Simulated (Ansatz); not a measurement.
# CAlGe: the cost of one run

Computed with Ansatz 0.2.0, Gaussian basis. Level: cc-pVTZ, core rule «outside noble gas», up to 20 orbitals frozen.

Plan: UHF; CCSD(T) on ROHF; CCSD(T) on UHF; BCCD(T) on ROHF; CCSDT(Q) on ROHF; CCSDT(Q) on UHF; CASSCF and NEVPT2, 11 electrons in 12 orbitals.

5 further runs of the same task are left out: 5 set aside as unsound or not needed.

### Step 1. What is computed

The geometry is a PBE0/def2-TZVP stationary point (not a proven minimum) of the parent state, kept for this charge and spin. No spin-orbit coupling is included. The filled d shell of Ge may be among the frozen orbitals whatever the setting's name suggests; the logs give the count.

3 atoms, charge 0, spin multiplicity 4.

Atoms are counted from 1 here; the program's logs count them from 0.

Bond lengths: Al1–C2 1.807 Å, C2–Ge3 1.742 Å. Angles: Al1–C2–Ge3 180.0°.

### Step 2. UHF

in.yaml reads:

```yaml
crystal:
  periodic: [false, false, false]
  atoms:
    - {symbol: Al, position_ang: [0.000000, 0.000000, 1.785200]}
    - {symbol: C, position_ang: [0.000000, 0.000000, -0.021500]}
    - {symbol: Ge, position_ang: [0.000000, 0.000000, -1.763700]}
basis:
  gaussian: {orbitals: cc-pVTZ}
magnetization: {spin_polarized: true, initial_magnetization: 3}
hamiltonian: {xc: hf}
output: {orbitals: {seedname: orbitals}}
```

Launch:

```
$ ansatz run in.yaml --threads 1 --pin off --events-out ev --progress --plain --max-ram 2816MiB --backend cpu
```

Q: Estimate wall time and peak memory on 1 thread of AMD EPYC 7R13, shared host.

About 20 s, with a peak of 0.33 GiB.
